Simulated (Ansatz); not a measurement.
# GaH2F: taking an electron away

One table from this session's results is given with a row withheld; the runs are named, their logs left out.

Program: Ansatz 0.2.0, Gaussian basis. Level of theory: unrestricted cation, the program's frozen cores in correlated methods. These are calculated values, not measurements.

Levels to be run: UKS PBE-D4/def2-TZVPP; UKS r2SCAN-D4/def2-TZVPP; UKS PBE0-D4/def2-TZVPP; UKS B3LYP-D4/def2-TZVPP; UKS wB97X-V/def2-TZVPP; UKS wB97M-V/def2-TZVPP; UKS B2PLYP/def2-TZVPP; UHF-CCSD(T)/def2-TZVPP; UHF-CCSD(T)/def2-QZVPP; extrapolation to the limit; then −ε(HOMO) from the neutral's earlier runs with LDA (SPW92), PBE-D4, revPBE-D4, BLYP-D4, r2SCAN-D4, B97M-V, PBE0-D4, B3LYP-D4, r2SCANh-D4, r2SCAN0-D4, HSE06-D4, BHLYP-D4, CAM-B3LYP-D4, LC-ωPBE, ωB97X-V, ωB97M-V.

## The geometry

All runs share one geometry, relaxed beforehand with PBE0-D4 in a triple-zeta def2 set.

SMILES `[F][GaH2]`, 4 atoms, charge 0, spin multiplicity 1.

Atoms are counted from 1 here; the program's logs count them from 0.

Bond lengths: F1–Ga2 1.759 Å, Ga2–H3 1.555 Å, Ga2–H4 1.555 Å. Angles: F1–Ga2–H3 113.8°, F1–Ga2–H4 113.8°, H3–Ga2–H4 132.4°.

Set-up of the first run:

in.yaml

```yaml
crystal:
  periodic: [false, false, false]
  atoms:
    - {symbol: F, position_ang: [-0.553530, -0.498969, 1.447833]}
    - {symbol: Ga, position_ang: [0.057633, 0.022135, -0.117026]}
    - {symbol: H, position_ang: [-0.881866, -0.328007, -1.306160]}
    - {symbol: H, position_ang: [1.433263, 0.744441, -0.044847]}
basis:
  gaussian: {orbitals: def2-TZVPP}
total_charge: 1
magnetization: {spin_polarized: true, initial_magnetization: 1}
hamiltonian: {xc: pbe, dispersion: d4}
```

Run with:

```bash
ansatz run in.yaml --threads 2 --pin off --events-out ev --progress --plain --max-ram 32768MiB --backend cpu
```

Steps of the session up to this table: Cation, UKS PBE-D4/def2-TZVPP; Cation, UKS r2SCAN-D4/def2-TZVPP; Cation, UKS PBE0-D4/def2-TZVPP; Cation, UKS B3LYP-D4/def2-TZVPP; Cation, UKS wB97X-V/def2-TZVPP; Cation, UKS wB97M-V/def2-TZVPP; Cation, UKS B2PLYP (frozen core)/def2-TZVPP; Cation, UHF-CCSD(T)/def2-TZVPP; Cation, UHF-CCSD(T)/def2-QZVPP.

One of the session's tables, all rows but one given; the rest of the session is left out.

Orbital estimates, from the neutral's runs:

```
  functional  −ε(HOMO) (eV)
 LDA (SPW92)           7.64
      PBE-D4           7.54
   revPBE-D4           7.50
     BLYP-D4              ?
   r2SCAN-D4           7.91
      B97M-V           8.02
     PBE0-D4           8.97
    B3LYP-D4           8.78
  r2SCANh-D4           8.44
  r2SCAN0-D4           9.21
    HSE06-D4           8.56
    BHLYP-D4          10.29
CAM-B3LYP-D4          10.40
     LC-ωPBE          11.73
     ωB97X-V          11.39
     ωB97M-V          11.21
```

**Question.** Estimate the row for BLYP-D4.

Worked estimate for «−ε(HOMO) (eV)». Against the share of exact exchange, B3LYP-D4 (0.2, 8.78), BHLYP-D4 (0.5, 10.29) give a slope of 5.03 per unit share; at 0 the line stands at 7.77.

The run gave: −ε(HOMO) (eV): 7.49. In «−ε(HOMO) (eV)» the line misses by +0.28.

Caveats from the session: The cation may have settled in a state other than its lowest; no search over hole states beyond the program's own was made.
